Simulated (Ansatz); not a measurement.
Input of an Ansatz 0.2.0 run:

Contents of input.yaml:

```yaml
crystal:
  lattice:
    - [3.16592, 0.0, 0.0]
    - [0.0, 3.16592, 0.0]
    - [0.0, 0.0, 3.16592]
  atoms:
    - { symbol: Ga, position: [0.0, 0.0, 0.0] }
    - { symbol: F, position: [0.5, 0.5, 0.5] }
hamiltonian:
  xc: pbe
  pseudopotentials: { kind: paw }
  dispersion: d4
kpoints:
  mp_grid: { grid: [8, 8, 8] }
scf:
  occupations: { method: fermi_dirac, width: 0.05 }
output:
  forces: true
  stress: true
  eigenvalues: true
  write_density: true
  write_potential: true
  elf: true
  volumetric_format: npy
relax:
  f_tol: 0.01
  max_steps: 40
  cell: { stress_tol: 0.05 }
```

Potentials or basis: Ansatz PAW.

Command:

```sh
$ ansatz run input.yaml --threads 2 --pin off --max-ram 5632MiB --backend cpu --events-out ev --progress --plain --runs-dir out
```

**Question.** What does it give for the relaxed volume?

**Answer.** 15.22 Å³/atom.

**Question.** What does it give for the relaxed cell?

**Answer.** a = 3.123 Å, b = 3.123 Å, c = 3.123 Å, α = 90.00°, β = 90.00°, γ = 90.00°.

**Question.** Estimate the band gap on the k mesh.

**Answer.** None (metal or under the smearing width).

Final structure:
```xyz
2
Lattice="3.1226 0.0000 0.0000 0.0000 3.1226 0.0000 0.0000 0.0000 3.1226" Properties=species:S:1:pos:R:3 pbc="T T T"
Ga    0.0000    0.0000    0.0000
F     1.5613    1.5613    1.5613
```

Caveat: the pressure holds a Pulay correction of +0.4 GPa for the finite cutoff; pairwise dispersion overbinds metals, which lowers pressure and volume.
